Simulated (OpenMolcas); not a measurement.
# One shape, several levels: C2H7NSi (SMILES NC1C[SiH2]1)

We compute a comparison of 6 runs (HF/3-21G, HF/def2-SVP, BHLYP/def2-SVP, SVWN5/def2-SVP, TPSS/def2-SVP, CCSD(T)/def2-SVP) of C2H7NSi. 

The results are computed with OpenMolcas 26.06.

1 further run of the same task is left out (set aside as unsound or not needed).

## 1. The molecule

C2H7NSi has 11 atoms, charge 0, and is taken as a singlet. SMILES: `NC1C[SiH2]1`. The shape is that of a PBE0-D4/def2-TZVP optimisation. This is one conformer, not always the lowest.

Bond lengths: N1–C2 1.437 Å, C2–C3 1.539 Å, C2–Si4 1.862 Å, C3–Si4 1.848 Å, N1–H5 1.011 Å, N1–H6 1.014 Å, C2–H7 1.094 Å, C3–H8 1.085 Å, C3–H9 1.086 Å, Si4–H10 1.479 Å, Si4–H11 1.476 Å. Some angles: N1–C2–C3 114.5°, N1–C2–Si4 118.4°, C3–C2–Si4 65.0°, C2–C3–Si4 65.9°, C2–Si4–C3 49.0°, N1–C2–H7 118.0°, C3–C2–H7 113.0°, Si4–C2–H7 116.4°, C2–N1–H5 111.6°, C2–N1–H6 111.3°.

## 2. Energy and gradient at HF/3-21G (run 1)

Input file run.input:

```
>>> EXPORT MOLCAS_PRINT=2

&gateway
  baslib=$CurrDir
  basisset
  N.3-21G....
  N1 -1.337200 0.826100 -0.314200 angstrom
  End of Basis
  basisset
  C.3-21G....
  C2 0.048100 0.587400 -0.015100 angstrom
  C3 0.296100 -0.519700 1.025200 angstrom
  End of Basis
  basisset
  Si.3-21G....
  Si4 0.845000 -0.955900 -0.685100 angstrom
  End of Basis
  basisset
  H.3-21G....
  H5 -1.450400 1.288300 -1.206000 angstrom
  H6 -1.774000 1.401500 0.397500 angstrom
  H7 0.701400 1.454200 0.118600 angstrom
  H8 1.025100 -0.311700 1.801300 angstrom
  H9 -0.607900 -0.997000 1.390600 angstrom
  H10 2.288700 -0.939900 -1.005500 angstrom
  H11 0.030300 -1.890100 -1.486800 angstrom
  End of Basis

&seward

&scf
  thresholds=1e-10 1e-07 1e-07 1e-05
  prorbitals=1

&alaska
```

The basis set 3-21G is read from a file made from the Basis Set Exchange's data (not shown).

Started as:

```bash
export MOLCAS_MEM=1860
pymolcas run.input > run.log
```

What it wrote:

```text
--- Start Module: gateway ---
[...]
--- Stop Module: gateway /rc=_RC_ALL_IS_WELL_ ---
[...]
      Basis functions           54
[...]
--- Start Module: scf ---
[...]
       Convergence after  12 Iterations
[...]
::    Total SCF energy                               -420.8429162139
[...]
      Total spin, S                                     0.0000000000
[...]
      Total electronic charge=   40.000000
      Total            charge=   -0.000000
[...]
      Dipole Moment (debye):
      Origin of the operator (angstrom)=    0.1268   -0.1966   -0.1566
                   X=  4.5004E-01               Y=  1.3481E+00               Z= -6.3880E-02           Total=  1.4227E+00
      Quadrupole Moment (debye*angstrom):
[...]
--- Stop Module: scf /rc=_RC_ALL_IS_WELL_ ---
--- Start Module: alaska ---
[...]
 *              Molecular gradients               *
 **************************************************
  Irreducible representation: a
 ------------------------------------------------------------------------------------------
                              X                       Y                       Z
 ------------------------------------------------------------------------------------------
  N1                1.10788302890112E-02   -1.51826864873165E-02    3.89053876202294E-03
  C2               -1.39301136203829E-02   -1.93239426684975E-02   -4.02062258133462E-03
  C3                4.93366532386397E-03    5.35784361953651E-03   -2.80448074667969E-02
  SI4              -8.33417485049548E-03    1.66881719983438E-02    2.12829298602912E-02
  H5                1.69035578738563E-03    5.52826789469552E-03   -1.17367265268919E-03
  H6                1.21057293093285E-03    5.64398408629385E-03    8.96020609117087E-04
  H7                5.45696691403430E-03    4.93074520914671E-03   -3.62261076436721E-05
  H8                4.79689031896635E-03    6.66722202392112E-04    4.56350793952476E-03
[...]
--- Stop Module: alaska /rc=_RC_ALL_IS_WELL_ ---
[...]
```

Run time: 2 s. Hardware: 1 thread of Intel Xeon 6975P-C (Granite Rapids), shared host; peak memory 0.39 GiB.

## 3. Energy and gradient at HF/def2-SVP (run 2)

Input file input.xyz:

```xyz
11

N     -1.337200     0.826100    -0.314200
C      0.048100     0.587400    -0.015100
C      0.296100    -0.519700     1.025200
Si     0.845000    -0.955900    -0.685100
H     -1.450400     1.288300    -1.206000
H     -1.774000     1.401500     0.397500
H      0.701400     1.454200     0.118600
H      1.025100    -0.311700     1.801300
H     -0.607900    -0.997000     1.390600
H      2.288700    -0.939900    -1.005500
H      0.030300    -1.890100    -1.486800
```

Input file run.input:

```
* C2H7NSi Hartree-Fock
&GATEWAY
BasLib
$CurrDir
Coord
input.xyz
Basis
def2-SVP
Group
NoSym
&SEWARD
&SCF
Thresholds
1e-10 1e-07 1e-07 1e-05
PrOrbitals
1 1
&ALASKA
```

The basis set def2-SVP is read from a file made from the Basis Set Exchange's data (not shown).

Started as:

```bash
export MOLCAS_MEM=1860
pymolcas run.input > run.log
```

What it wrote:

```text
--- Start Module: gateway ---
[...]
--- Stop Module: gateway /rc=_RC_ALL_IS_WELL_ ---
[...]
      Basis functions           95
[...]
--- Start Module: scf ---
[...]
       Convergence after  13 Iterations
[...]
::    Total SCF energy                               -422.9401393391
[...]
      Total spin, S                                     0.0000000000
[...]
      Total electronic charge=   40.000000
      Total            charge=   -0.000000
[...]
      Dipole Moment (debye):
      Origin of the operator (angstrom)=    0.1268   -0.1966   -0.1566
                   X=  3.5322E-01               Y=  1.1049E+00               Z= -1.7959E-01           Total=  1.1738E+00
      Quadrupole Moment (debye*angstrom):
[...]
--- Stop Module: scf /rc=_RC_ALL_IS_WELL_ ---
[...]
--- Start Module: alaska ---
[...]
 *              Molecular gradients               *
 **************************************************
  Irreducible representation: a
 ------------------------------------------------------------------------------------------
                              X                       Y                       Z
 ------------------------------------------------------------------------------------------
  N1                2.60453383877568E-03   -8.79528828637410E-03    3.95305436749149E-04
  C2               -4.35378289660449E-04   -6.80959103076084E-04    3.42847386021528E-03
  C3               -5.80726579399282E-04    3.16904920612077E-03   -2.51952716938852E-03
  SI4              -1.13618289653328E-03    1.90904496742839E-03    3.21257141788323E-03
  H5               -1.52660855540221E-04    2.62881062533182E-03   -6.78013553856793E-03
  H6               -2.76221016142841E-03    3.90662972036715E-03    6.00112016928200E-03
  H7                2.24065301650311E-03   -6.72271091856302E-04   -6.95787927925462E-04
  H8                4.39954905457007E-04   -4.13132181582898E-04   -1.19009629800093E-03
[...]
--- Stop Module: alaska /rc=_RC_ALL_IS_WELL_ ---
[...]
```

Wall time 7.8 s (1 thread of Intel Xeon 6975P-C (Granite Rapids), shared host); peak memory 0.53 GiB.

Run 3 isn't shown in full; the table further down has it.

## 4. Energy and gradient at SVWN5/def2-SVP (run 4)

Input file run.input:

```
>>> EXPORT MOLCAS_PRINT=2

&GATEWAY
 BASLIB=$CurrDir
 COORD
 11
 angstrom
 N       -1.337200       0.826100      -0.314200
 C        0.048100       0.587400      -0.015100
 C        0.296100      -0.519700       1.025200
 Si       0.845000      -0.955900      -0.685100
 H       -1.450400       1.288300      -1.206000
 H       -1.774000       1.401500       0.397500
 H        0.701400       1.454200       0.118600
 H        1.025100      -0.311700       1.801300
 H       -0.607900      -0.997000       1.390600
 H        2.288700      -0.939900      -1.005500
 H        0.030300      -1.890100      -1.486800
 BASIS=def2-SVP
 GROUP=NoSym

&SEWARD
 GRIDINPUT
 Grid=UltraFine
 End of Grid

&SCF
 KSDFT=SVWN5
 THRESHOLDS=1e-10 1e-07 1e-07 1e-05
 PRORBITALS=1 1

&ALASKA
```

The basis set def2-SVP is read from a file made from the Basis Set Exchange's data (not shown).

Started as:

```bash
export MOLCAS_MEM=1860
pymolcas run.input > run.log
```

What it wrote:

```text
--- Start Module: gateway ---
[...]
--- Stop Module: gateway /rc=_RC_ALL_IS_WELL_ ---
[...]
      Basis functions           95
[...]
--- Start Module: scf ---
[...]
       Convergence after  16 Iterations
[...]
::    Total KS-DFT energy                            -422.0599412573
[...]
      Total spin, S                                     0.0000000000
[...]
      Total electronic charge=   40.000000
      Total            charge=   -0.000000
[...]
      Dipole Moment (debye):
      Origin of the operator (angstrom)=    0.1268   -0.1966   -0.1566
                   X= -9.7543E-02               Y=  1.4276E+00               Z=  9.5083E-02           Total=  1.4341E+00
      Quadrupole Moment (debye*angstrom):
[...]
--- Stop Module: scf /rc=_RC_ALL_IS_WELL_ ---
[...]
--- Start Module: alaska ---
[...]
 *              Molecular gradients               *
 **************************************************
  Irreducible representation: a
 ------------------------------------------------------------------------------------------
                              X                       Y                       Z
 ------------------------------------------------------------------------------------------
  N1               -1.54388364026854E-02    1.57060807201017E-02   -3.06611124938772E-03
  C2                1.90448548787754E-02    8.60275387471354E-03   -3.83851822453340E-03
  C3               -1.12204752563694E-03   -9.23148349681724E-03    1.35361520557513E-02
  SI4              -9.62646726216931E-05    6.93043068462629E-04    7.43095022325946E-04
  H5                1.94921237385626E-03   -5.74505963189065E-03    1.25593592657767E-02
  H6                5.87496012605015E-03   -7.08036031158299E-03   -9.72018872514280E-03
  H7               -1.02001666764395E-02   -1.04218746459259E-02   -1.33981833521785E-03
  H8               -9.70893018326846E-03   -1.89275691941926E-03   -9.31213575272816E-03
[...]
--- Stop Module: alaska /rc=_RC_ALL_IS_WELL_ ---
[...]
```

Wall time 27 s (1 thread of Intel Xeon 6975P-C (Granite Rapids), shared host); peak memory 0.53 GiB.

Run 5 isn't shown in full; the table further down has it.

## 5. The energy at CCSD(T)/def2-SVP (run 6)

Input file run.input:

```
* C2H7NSi CCSD(T)
&GATEWAY
BASLIB
$CurrDir
COORD
11
angstrom
N       -1.337200       0.826100      -0.314200
C        0.048100       0.587400      -0.015100
C        0.296100      -0.519700       1.025200
Si       0.845000      -0.955900      -0.685100
H       -1.450400       1.288300      -1.206000
H       -1.774000       1.401500       0.397500
H        0.701400       1.454200       0.118600
H        1.025100      -0.311700       1.801300
H       -0.607900      -0.997000       1.390600
H        2.288700      -0.939900      -1.005500
H        0.030300      -1.890100      -1.486800
BASIS
def2-SVP
GROUP
NoSym
&SEWARD
&SCF
THRESHOLDS
1e-10 1e-07 1e-07 1e-05
PRORBITALS
1 2
&RASSCF
FILEORB
$Project.ScfOrb
SPIN
1
NACTEL
0 0 0
INACTIVE
20
RAS2
0
OUTORBITALS
Canonical
ORBLISTING
NoCore
&MOTRA
JOBIPH
FROZEN
8
&CCSDT
CCT
TRIPLES
2
ITERATIONS
80
ACCURACY
1e-08
EXTRAPOLATION
5 4
```

The basis set def2-SVP is read from a file made from the Basis Set Exchange's data (not shown).

Started as:

```bash
export MOLCAS_MEM=1860
pymolcas run.input > run.log
```

What it wrote:

```text
--- Start Module: gateway ---
[...]
--- Stop Module: gateway /rc=_RC_ALL_IS_WELL_ ---
[...]
      Basis functions           95
[...]
       Convergence after  13 Iterations
[...]
::    Total SCF energy                               -422.9401393391
[...]
      Total spin, S                                     0.0000000000
[...]
      Number of active orbitals                  0
[...]
      Spin quantum number                      0.0
[...]
      Active orbitals                            0
[...]
      Number of CSFs                             1
[...]
      Number of root(s) required                 1
[...]
      Convergence after  4 iterations
[...]
      Natural orbitals and occupation numbers for root  1
      ************************************************************************************************************************
      *                                                    Final results                                                     *
      ************************************************************************************************************************
[...]
::    RASSCF root number  1 Total energy:   -422.94013934
[...]
      Total electronic charge=   40.000000
      Total            charge=   -0.000000
[...]
      Dipole Moment (debye):
      Origin of the operator (angstrom)=    0.1268   -0.1966   -0.1566
                   X=  3.5322E-01               Y=  1.1049E+00               Z= -1.7959E-01           Total=  1.1738E+00
      Quadrupole Moment (debye*angstrom):
[...]
--- Start Module: motra ---
[...]
      *** WARNING: Default frozen orbitals is overwritten by user input.
      *** Default values:   5
[...]
--- Stop Module: motra /rc=_RC_ALL_IS_WELL_ ---
[...]
--- Start Module: ccsdt ---
[...]
      Convergence after                    14  Iterations
      Total energy (diff) :    -423.54082177       0.00000001
[...]
 METHOD                       : CCSD+T(CCSD)+<T3(1)WT1> = CCSD(T)
[...]
       CCSD     =      -423.5408217715253
[...]
--- Stop Module: ccsdt /rc=_RC_ALL_IS_WELL_ ---
[...]
```

Wall time 56 s (1 thread of Intel Xeon 6975P-C (Granite Rapids), shared host); peak memory 0.52 GiB.

## 6. All runs side by side

| run | level | integration grid | task | energy (Eh) | dipole moment (D) of the reference | HOMO energy (eV) | LUMO energy (eV) | wall time |
| --- | --- | --- | --- | --- | --- | --- | --- | --- |
| 1 | HF/3-21G | – | gradient | -420.842916 | 1.42 | -8.94 | 4.25 | 2 s |
| 2 | HF/def2-SVP | – | gradient | -422.940139 | 1.17 | -9.04 | 4.10 | 7.8 s |
| 3 | BHLYP/def2-SVP | UltraFine | gradient | -424.332447 | 1.20 | -7.34 | 1.77 | 34 s |
| 4 | SVWN5/def2-SVP | UltraFine | gradient | -422.059941 | 1.43 | -4.96 | -0.18 | 27 s |
| 5 | TPSS/def2-SVP | UltraFine | gradient | -424.471583 | 1.31 | -5.00 | 0.15 | 51 s |
| 6 | CCSD(T)/def2-SVP | – | energy | -423.559583 | 1.17 | -9.04 | 4.10 | 56 s |

## 7. What came out

| quantity | value |
| --- | --- |
| run 6: total energy | -423.55958 Eh |
| run 6: dipole moment (mean-field density) | 1.17 D |
| run 6: HOMO energy (Hartree–Fock orbitals) | -9.04 eV |
| run 6: LUMO energy (Hartree–Fock orbitals) | 4.10 eV |
| run 6: HOMO–LUMO gap (Hartree–Fock orbitals) | 13.14 eV |
| run 6: correlation energy (8 core orbitals frozen) | -619.4 mEh |
| run 6: (T) correction | -18.76 mEh |

In words: Over runs 1, 2, 3, 4, 5 the dipole moment (its size) runs from 1.17 D (HF/def2-SVP) to 1.43 D (SVWN5/def2-SVP). Over runs 1, 2, 3, 4, 5 the HOMO–LUMO gap runs from 4.78 eV (SVWN5/def2-SVP) to 13.19 eV (HF/3-21G). The two ends differ in method and basis. Totals of different functionals can't be ranked against each other. All runs together took 3 min, the longest 56 s.
